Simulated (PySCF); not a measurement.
# C10H13N: the cost of one run

Computed with PySCF 2.14.0, with density-fitted response routines of our own, on a single molecule, in the gas phase or a continuum. Atoms count from 0, in the outputs and in this text.

## Step 1: The starting structure

24 atoms, charge 0, multiplicity 1; geometry from: GFN2-xTB. The atoms were then displaced at random by about 0.01 Å, so the start is not that level's minimum.

Bonds of the start (Å): C0–C1 1.35, C1–C2 1.47, C2–C3 1.35, C3–N4 1.37, N4–C5 1.46, C5–C6 1.52, C6–C7 1.53, C7–C8 1.51, C3–C9 1.45, C9–C10 1.32, C9–C1 1.50, C8–N4 1.42, C0–H11 1.08, C0–H12 1.05, C2–H13 1.06, C5–H14 1.08, C5–H15 1.10, C6–H16 1.08, C6–H17 1.11, C7–H18 1.08, C7–H19 1.12, C8–H20 1.12, C8–H21 1.12, C10–H22 1.09, C10–H23 1.07.

## Step 2: Relaxing the molecule at PBE0-D3(BJ)/def2-SVP

The job: settings as JSON, then the geometry in Å.

```
{"job": {"xc": "PBE0", "basis": "def2-SVP", "d3": "d3bj", "grid": 1, "shake": 0.01, "kind": "geom"}, "charge": 0, "multiplicity": 1}
C      4.013990    -0.532160    -0.753990
C      2.683270    -0.396950    -0.559570
C      1.445160    -0.990950    -1.094120
C      0.700500    -0.234390    -0.266160
N     -0.657600    -0.141250    -0.079150
C     -1.291160     0.730620     0.904080
C     -2.732830     0.257320     0.910880
C     -2.933180    -0.211240    -0.532060
C     -1.615660    -0.877100    -0.833990
C      1.830960     0.439200     0.350800
C      2.053820     1.379980     1.249180
H      4.707050     0.083360    -0.194460
H      4.365030    -1.183190    -1.494340
H      1.261920    -1.729980    -1.827930
H     -1.218040     1.766390     0.596320
H     -0.811450     0.633790     1.891820
H     -2.863700    -0.565980     1.597810
H     -3.439120     1.058040     1.203150
H     -3.112880     0.631310    -1.180960
H     -3.814000    -0.892660    -0.625270
H     -1.378360    -0.832650    -1.926280
H     -1.606190    -1.958950    -0.559410
H      3.077570     1.696830     1.447910
H      1.270620     1.890200     1.769970
```

Command:

```sh
$ OMP_NUM_THREADS=1 python probes_run.py task.json out
```

This one command runs all jobs of the session in turn.

Q: Estimate the wall time and peak memory of this first job on 1 thread of Arm Neoverse V1, shared host.

About 5.2 min, with a peak of 0.97 GiB.
